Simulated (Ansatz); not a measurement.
# YAl3N4: the cost of one run

Computed with Ansatz 0.2.0 (DFT PBE, scalar-relativistic, plane waves, PAW, unless a step's input says otherwise).

### 1 The structure to begin with

The structure is tetragonal, space group I-42m (No. 121). Conventional cell: a = 4.817 Å, b = 4.817 Å, c = 9.633 Å, α = 90.00°, β = 90.00°, γ = 90.00°. Around Y (site symmetry -42m) lie 4 N at 2.09 Å. Al (site symmetry -42m) has 4 N at 2.09 Å as nearest neighbours. Al (site symmetry -4) has 4 N at 2.09 Å as nearest neighbours. N (site symmetry m) has 1 Y at 2.09 Å and 3 Al at 2.09 Å as nearest neighbours.

Structure file:

```cif
data_structure
_symmetry_space_group_name_H-M 'I-42m'
_symmetry_Int_Tables_number 121
_cell_length_a 4.8167
_cell_length_b 4.8167
_cell_length_c 9.6334
_cell_angle_alpha 90.000
_cell_angle_beta 90.000
_cell_angle_gamma 90.000
_cell_volume 223.50
loop_
_atom_site_label
_atom_site_type_symbol
_atom_site_symmetry_multiplicity
_atom_site_Wyckoff_symbol
_atom_site_fract_x
_atom_site_fract_y
_atom_site_fract_z
_atom_site_occupancy
Y1 Y 2 b 0.50000 0.50000 0.00000 1
Al1 Al 2 a 0.00000 0.00000 0.00000 1
Al2 Al 4 d 0.50000 0.00000 0.25000 1
N1 N 8 i 0.75000 0.75000 0.37500 1
```

The start is an ordering of an alloy on its end members' structure types: elements ordered on the sites of the AlN type, Al/Y on Al (I-42m, No. 121).

### 2 Probe: one point on a coarse mesh

Input file input.yaml:

```yaml
crystal:
  lattice:
    - [-2.4083401, 2.4083401, 4.8166802]
    - [2.4083401, -2.4083401, 4.8166802]
    - [2.4083401, 2.4083401, -4.8166802]
  atoms:
    - { symbol: "Y", position: [0.5, 0.5, 0.0] }
    - { symbol: Al, position: [0.0, 0.0, 0.0] }
    - { symbol: Al, position: [0.25, 0.75, 0.5] }
    - { symbol: Al, position: [0.75, 0.25, 0.5] }
    - { symbol: "N", position: [0.125, 0.125, 0.5] }
    - { symbol: "N", position: [0.375, 0.875, 0.0] }
    - { symbol: "N", position: [0.625, 0.625, 0.5] }
    - { symbol: "N", position: [0.875, 0.375, 0.0] }
basis:
  ecutwfc: 420
kpoints:
  mp_grid: { grid: [6, 6, 6] }
hamiltonian:
  xc: pbe
scf:
  occupations: { method: gaussian, width: 0.1 }
  lower_state_search: "off"
output:
  forces: true
  stress: true
  eigenvalues: true
```

Started as:

```bash
$ ansatz run input.yaml --threads 1 --pin off --max-ram 2560MiB --backend cpu --events-out ev --progress --plain --runs-dir out
```

Q: Estimate wall time and peak memory on 1 thread of Intel Xeon Platinum 8259CL at 2.50GHz (Skylake/Cascade Lake), shared host.

About 10 s, with a peak of 0.43 GiB.
